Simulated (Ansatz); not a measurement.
# C₃H₈BF: small, medium and large basis sets

The task here is to estimate one member of a computed series from the others.

Computed with Ansatz 0.2.0, Gaussian basis. Level: one geometry, several basis sets.

Plan: PBE0-D4/def2-SVP; ωB97M-V/def2-SVP; PBE0-D4/def2-QZVPP; ωB97M-V/def2-QZVPP; the functionals' def2-TZVPP values are taken from earlier runs.

### The geometry

An earlier PBE0-D4 in a triple-zeta def2 set relaxation fixed the geometry.

SMILES `BCC(C)F`, 13 atoms, charge 0, spin multiplicity 1.

Atoms are counted from 1 here; the program's logs count them from 0.

Bond lengths: B1–C2 1.550 Å, B1–H6 1.196 Å, B1–H7 1.199 Å, C2–C3 1.509 Å, C2–H8 1.097 Å, C2–H9 1.106 Å, C3–C4 1.508 Å, C3–F5 1.397 Å, C3–H10 1.096 Å, C4–H11 1.091 Å, C4–H12 1.093 Å, C4–H13 1.093 Å. Angles: C2–B1–H6 120.0°, C2–B1–H7 121.4°, H6–B1–H7 118.5°, B1–C2–C3 117.4°, B1–C2–H8 112.4°, B1–C2–H9 102.2°, C3–C2–H8 110.7°, C3–C2–H9 108.9°, H8–C2–H9 104.0°, C2–C3–C4 113.3°, C2–C3–F5 109.1°, C2–C3–H10 109.8°, C4–C3–F5 108.1°, C4–C3–H10 110.2°, F5–C3–H10 106.0°, C3–C4–H11 110.6°, C3–C4–H12 110.2°, C3–C4–H13 110.4° and more.

Set-up of the first run:

The input, in.yaml:

```yaml
crystal:
  periodic: [false, false, false]
  atoms:
    - {symbol: B, position_ang: [-1.435596, 1.129782, 0.250433]}
    - {symbol: C, position_ang: [-0.182785, 0.463875, 0.873459]}
    - {symbol: C, position_ang: [0.888075, -0.020512, -0.072640]}
    - {symbol: C, position_ang: [0.477560, -1.233768, -0.868847]}
    - {symbol: F, position_ang: [2.031655, -0.348824, 0.660089]}
    - {symbol: H, position_ang: [-2.403715, 1.329019, 0.924528]}
    - {symbol: H, position_ang: [-1.442044, 1.508129, -0.887615]}
    - {symbol: H, position_ang: [-0.442225, -0.317343, 1.597873]}
    - {symbol: H, position_ang: [0.231146, 1.279814, 1.495435]}
    - {symbol: H, position_ang: [1.183460, 0.791574, -0.746931]}
    - {symbol: H, position_ang: [1.298497, -1.574536, -1.501380]}
    - {symbol: H, position_ang: [-0.374359, -0.993365, -1.509846]}
    - {symbol: H, position_ang: [0.190732, -2.048644, -0.199656]}
basis:
  gaussian: {orbitals: def2-SVP}
hamiltonian: {xc: pbe0, dispersion: d4}
output: {orbitals: {seedname: orbitals}}
```

The run is started by

```
> ansatz run in.yaml --threads 4 --pin off --events-out ev --progress --plain --max-ram 10444MiB
```

Among the steps run: PBE0-D4 in def2-SVP; ωB97M-V in def2-SVP; PBE0-D4 in def2-QZVPP; ωB97M-V in def2-QZVPP.

One of the session's tables, all rows but one given; the rest of the session is left out.

It belongs to the step «Density functionals: the series». 

```
functional       basis  HOMO (eV)
   PBE0-D4    def2-SVP      -8.86
   PBE0-D4  def2-TZVPP      -8.96
   PBE0-D4  def2-QZVPP      -8.99
   ωB97M-V    def2-SVP     -11.19
   ωB97M-V  def2-TZVPP          ?
   ωB97M-V  def2-QZVPP     -11.34
```

Estimate the missing values for ωB97M-V, def2-TZVPP.

**Answer.** HOMO (eV): -11.32. In the column «HOMO (eV)» it lies between ωB97M-V, def2-QZVPP (-11.34) and ωB97M-V, def2-SVP (-11.19).
